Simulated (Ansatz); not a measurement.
# CHSe−: single points off equilibrium

The task here is to estimate one member of a computed series from the others.

The runs use Ansatz 0.2.0, Gaussian basis; single points in def2-TZVPPD.

Correlated methods freeze the cores. Filled d shells of the heavier atoms are correlated.

## The system as given

SMILES `[CH-]=[Se]`, 3 atoms, charge -1, spin multiplicity 1.

Atoms are counted from 1 here; the program's logs count them from 0.

Bond lengths: C1–Se2 1.758 Å, C1–H3 1.161 Å. Angles: Se2–C1–H3 108.0°.

Geometry (Å):

```
C    -0.4976    0.2723   -0.2168
Se    1.0206    0.5388    0.6287
H    -0.6015   -0.8669   -0.4171
```

Set-up of the first run:

Input file run/in.yaml:

```yaml
crystal:
  periodic: [false, false, false]
  atoms:
    - {symbol: C, position_ang: [-0.497600, 0.272300, -0.216800]}
    - {symbol: Se, position_ang: [1.020600, 0.538800, 0.628700]}
    - {symbol: H, position_ang: [-0.601500, -0.866900, -0.417100]}
basis:
  gaussian: {orbitals: "def2-TZVPPD.json"}
total_charge: -1
correlation: {method: ccsd_t}
output: {forces: true}
```

The basis file named in the input lies beside it (Basis Set Exchange, JSON).

No record of the launch command was kept for these runs.

Among the steps run: CCSD(T)/def2-TZVPPD; PBE0-D4/def2-TZVPPD; wB97M-V/def2-TZVPPD; r2SCAN-D4/def2-TZVPPD; PBE-D4/def2-TZVPPD; HSE06-D4/def2-TZVPPD; LC-wPBE/def2-TZVPPD.

One table of the session follows, with a row left open; its other results are not shown here.

| method | RMS force component (eV/Å) | angle to CCSD(T) forces (°) |
| --- | --- | --- |
| CCSD(T) | 1.204 | reference |
| PBE0-D4 | ? | ? |
| wB97M-V | 1.021 | 8.7 |
| r2SCAN-D4 | 1.083 | 0.5 |
| PBE-D4 | 1.138 | 5.7 |
| HSE06-D4 | 1.032 | 4.6 |
| LC-wPBE | 0.862 | 19.4 |

Q: Estimate the row for PBE0-D4 from the others.

The run gave: RMS force component (eV/Å): 1.028; angle to CCSD(T) forces (°): 5.1. In the column «RMS force component (eV/Å)» it lies between wB97M-V (1.021) and HSE06-D4 (1.032).

Limits of these values: The anion's highest level is positive in at least one run, so there the basis alone may hold the extra electron.
